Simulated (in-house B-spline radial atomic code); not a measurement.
# Nb¹³⁺: Hartree-Fock with and without relativity

How do the shells of Nb¹³⁺ move when the Schrödinger Hamiltonian gives way to Dirac's?

Program: in-house B-spline radial atomic code version 1. Level of theory: Hartree-Fock averaged over the configuration, non-relativistic (point nucleus) and Dirac-Coulomb (finite nucleus); spherical all-electron atom at the radial basis limit. These are calculated values, not measurements, unless marked.

## Step 1: The system

* element: niobium (Z = 41)
* charge: +13
* electrons: 28
* configuration: [Ar] 3d10
* nucleus: point (non-relativistic run); Fermi, rms radius 4.324 fm (Dirac runs)

The outer shells:

[Ar] 3d10
```
[Ar] core
3d [↑↓][↑↓][↑↓][↑↓][↑↓]
```

## Step 2: Non-relativistic run

The run's settings:

```ini
Z = 41
electrons = 28.0
configuration = [Ar] 3d10
hamiltonian = nr
method = hf
spin_polarised = False
```

## Step 3: Dirac-Coulomb run

The run's settings:

```ini
Z = 41
electrons = 28.0
configuration = [Ar] 3d10
hamiltonian = dirac
method = hf
spin_polarised = False
nucleus = fermi
rms_radius = 4.324
mass_number = 93
atomic_mass = 92.90637317
speed_of_light = 137.035999084
```

How much does each shell's level and mean radius change with the Dirac Hamiltonian, and the total energy?

The runs gave:

Levels and radii; the Dirac values are averaged over j with the occupations as weights.

| shell | ε non-rel. (eV) | ε Dirac (eV) | <r> non-rel. (bohr) | <r> Dirac (bohr) | change of <r> (%) |
| --- | --- | --- | --- | --- | --- |
| 1s | -18931.3 | -19381.2 | 0.03719 | 0.03608 | -2.99 |
| 2s | -2910.74 | -3018.00 | 0.1624 | 0.1573 | -3.19 |
| 2p | -2690.17 | -2719.94 | 0.1397 | 0.1375 | -1.55 |
| 3s | -729.74 | -751.49 | 0.4485 | 0.4373 | -2.48 |
| 3p | -644.08 | -650.98 | 0.4437 | 0.4386 | -1.15 |
| 3d | -489.31 | -487.24 | 0.4209 | 0.4213 | +0.10 |

What this shows: The total energy moves by -64.19 hartree, or -1.7 %, between the two Hamiltonians (nuclear size included). The first-order mass-velocity and Darwin terms of the non-relativistic run add up to -60.09 hartree, 94 % of it. 2s shrinks most on the average over j, by -3.19 %, while 3d expands by 0.10 %, being screened better by the contracted inner s and p shells. Spin-orbit coupling splits the 3d level by 3.085 eV and the 2p level by 96.613 eV. Breit terms add 2.20 hartree and QED terms 1.47 hartree.
